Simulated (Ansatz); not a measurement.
# CH₃F₃SSiZn: how energies converge with the basis set

How large a basis does CH₃F₃SSiZn need? Two functionals are run in growing sets.

Program: Ansatz 0.2.0, Gaussian basis. Level of theory: one geometry, several basis sets. These are calculated values, not measurements.

Plan: PBE0-D4/def2-SVP; ωB97M-V/def2-SVP; PBE0-D4/def2-QZVPP; ωB97M-V/def2-QZVPP; the functionals' def2-TZVPP values are taken from earlier runs.

## Step 1: The geometry

All runs share one geometry, relaxed beforehand with PBE0-D4 in a triple-zeta def2 set.

SMILES `[CH3][Zn][S][Si](F)(F)F`, 10 atoms, charge 0, spin multiplicity 1.

Atoms are counted from 1 here; the program's logs count them from 0.

Bond lengths: C1–Zn2 1.929 Å, C1–H8 1.091 Å, C1–H9 1.091 Å, C1–H10 1.091 Å, Zn2–S3 2.206 Å, S3–Si4 2.064 Å, Si4–F5 1.575 Å, Si4–F6 1.575 Å, Si4–F7 1.593 Å. Angles: Zn2–C1–H8 109.7°, Zn2–C1–H9 110.6°, Zn2–C1–H10 110.3°, H8–C1–H9 108.8°, H8–C1–H10 108.6°, H9–C1–H10 108.7°, C1–Zn2–S3 175.9°, Zn2–S3–Si4 93.7°, S3–Si4–F5 113.4°, S3–Si4–F6 113.3°, S3–Si4–F7 110.7°, F5–Si4–F6 106.1°, F5–Si4–F7 106.4°, F6–Si4–F7 106.4°.

## Step 2: PBE0-D4 in def2-SVP

Input file in.yaml:

```yaml
crystal:
  periodic: [false, false, false]
  atoms:
    - {symbol: C, position_ang: [0.697762, -2.351801, 0.053815]}
    - {symbol: Zn, position_ang: [0.860832, -0.435057, 0.194349]}
    - {symbol: S, position_ang: [1.198363, 1.736037, 0.391253]}
    - {symbol: Si, position_ang: [-0.753628, 2.217965, -0.074666]}
    - {symbol: F, position_ang: [-0.885283, 3.118143, -1.360902]}
    - {symbol: F, position_ang: [-1.498411, 2.990474, 1.078855]}
    - {symbol: F, position_ang: [-1.606647, 0.902999, -0.357938]}
    - {symbol: H, position_ang: [-0.032422, -2.603959, -0.717183]}
    - {symbol: H, position_ang: [1.656534, -2.801016, -0.210528]}
    - {symbol: H, position_ang: [0.362901, -2.773764, 1.002945]}
basis:
  gaussian: {orbitals: def2-SVP}
hamiltonian: {xc: pbe0, dispersion: d4}
output: {orbitals: {seedname: orbitals}}
```

Started as:

```sh
$ ansatz run in.yaml --threads 2 --pin off --events-out ev --progress --plain --max-ram 22528MiB --backend cpu
```

The runs that follow: ωB97M-V in def2-SVP; PBE0-D4 in def2-QZVPP; ωB97M-V in def2-QZVPP.

**Question.** What will the summary of the whole plan be? Wanted: PBE0-D4: double and triple zeta above quadruple; ωB97M-V: double and triple zeta above quadruple.

As calculated:

```
                                       quantity           value
PBE0-D4: double and triple zeta above quadruple  27.87, 2.32 eV
ωB97M-V: double and triple zeta above quadruple  27.94, 2.21 eV
```

**Reading.** For PBE0-D4 the step from double to triple zeta gains 25.55 eV and the next only 2.32 eV. These are total energies; as a rule much of such shifts cancels in differences, which this series doesn't test. The LUMO of ωB97M-V is positive and keeps falling with the basis (0.96 to 0.33 eV): an unbound level that the basis holds in place.
